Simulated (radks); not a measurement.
# Ti⁴⁺ in [Ne] 3s2 3p5 3d1: an all-electron calculation

The task here is to estimate one member of a computed series from the others.

Program: radks (a radial shooting solver on a logarithmic mesh, Libxc functionals) version 1. Level of theory: scalar-relativistic Kohn-Sham, Wu-Cohen GGA, spin-polarised, spherical densities, finite nucleus; open shells are filled with parallel spins first. These are calculated values, not measurements, unless marked.

**The system**

| Item | Value |
| --- | --- |
| element | titanium (Z = 22) |
| charge | +4 |
| electrons | 18 |
| configuration | [Ne] 3s2 3p5 3d1 |
| nuclear rms radius | 3.5921 fm |

The outer shells:

Ti⁴⁺
```
[Ne] core
3s [↑↓]
3p [↑↓][↑↓][↑ ]
3d [↑ ][  ][  ][  ][  ]
```

Set-up of the first run:

Input:

```text
Z 22
configuration [Ne] 3s2 3p5 3d1 4s0 4p0
relativity scalar-relativistic
functional wc,pbe
spin polarised
nucleus finite rms 3.5921 fm
c 137.035999084
```

One table of the session follows, with a row left open; its other results are not shown here.

It belongs to the step «Radial structure». Radial moments (bohr):

```
  level      <r>  outermost maximum (interpolated)  90 % within  nodes
  1s up  0.06962                            0.0456        0.124      0
1s down  0.06962                            0.0456        0.124      0
  2s up   0.3250                             0.269        0.505      1
2s down        ?                                 ?            ?      ?
  2p up   0.2898                             0.219        0.477      0
2p down   0.2895                             0.219        0.476      0
  3s up   0.9720                             0.856         1.44      2
3s down   0.9749                             0.857         1.45      2
  3p up    1.021                             0.879         1.55      1
3p down    1.026                             0.880         1.56      1
  3d up    1.132                             0.873         1.82      0
3d down    1.147                             0.877         1.86      0
  4s up    2.374                              2.21         3.40      3
4s down    2.395                              2.23         3.43      3
  4p up    2.615                              2.44         3.76      2
```

Q: Estimate the row for 2s down from the others.

**Answer.** <r>: 0.3248; outermost maximum (interpolated): 0.269; 90 % within: 0.505; nodes: 1. In the column «<r>» it lies between 2p up (0.2898) and 2s up (0.3250).
